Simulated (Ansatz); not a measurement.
# Ba3SbS2: the cost of one run

Program: Ansatz 0.2.0. Level of theory: DFT PBE, scalar-relativistic, plane waves, PAW. These are calculated values, not measurements.

2 further runs of the same task are left out: 1 that didn't finish, 1 set aside as unsound or not needed.

## 1. The starting structure

Symmetry: P-3m1, No. 164, trigonal system. The conventional cell has a = 5.364 Å, b = 5.364 Å, c = 8.607 Å, α = 90.00°, β = 90.00°, γ = 120.00°. Around Ba (site symmetry 3m) lie 4 S at 3.21 to 3.36 Å and 3 Ba at 3.34 Å. Around Ba (site symmetry -3m) lie 6 Ba at 3.34 Å and 6 S at 3.74 Å. Sb (site symmetry -3m) is surrounded by 6 S at 3.80 Å and 8 Ba at 4.30 to 4.34 Å. S (site symmetry 3m) is surrounded by 7 Ba at 3.21 to 3.74 Å and 3 Sb at 3.80 Å.

As a file:

```
CELL_PARAMETERS angstrom
5.36416 0.00000 0.00000
-2.68208 4.64550 0.00000
0.00000 0.00000 8.60719
ATOMIC_POSITIONS crystal
Ba 0.33333 0.66667 0.64600
Ba 0.66667 0.33333 0.35400
Ba 0.00000 0.00000 0.50000
Sb 0.00000 0.00000 0.00000
S 0.33333 0.66667 0.25575
S 0.66667 0.33333 0.74425
```

Recipe of the guess: species swapped into a database cell of Li3LaBi2 (P-3m1, No. 164), with Ba on the Li sites, Sb on the La sites and S on the Bi sites. Its size is a rough estimate.

## 2. Probe: one point on a coarse mesh

input.yaml

```yaml
crystal:
  lattice:
    - [5.3641613, 0.0, 0.0]
    - [-2.68208065, 4.64549996, 0.0]
    - [0.0, 0.0, 8.60718722]
  atoms:
    - { symbol: Ba, position: [0.33333333, 0.66666667, 0.64600003] }
    - { symbol: Ba, position: [0.66666667, 0.33333333, 0.35399997] }
    - { symbol: Ba, position: [0.0, 0.0, 0.5] }
    - { symbol: Sb, position: [0.0, 0.0, 0.0] }
    - { symbol: S, position: [0.33333333, 0.66666667, 0.25575] }
    - { symbol: S, position: [0.66666667, 0.33333333, 0.74425] }
basis:
  ecutwfc: 420
kpoints:
  mp_grid: { grid: [6, 6, 2] }
hamiltonian:
  xc: pbe
scf:
  occupations: { method: gaussian, width: 0.1 }
  lower_state_search: "off"
output:
  forces: true
  stress: true
  eigenvalues: true
```

On the command line:

```bash
$ ansatz run input.yaml --threads 1 --pin off --max-ram 2560MiB --backend cpu --events-out ev --progress --plain --runs-dir out
```

Q: Estimate wall time and peak memory on 1 thread of Arm Neoverse V2, shared host.

About 6.2 s, with a peak of 0.43 GiB.
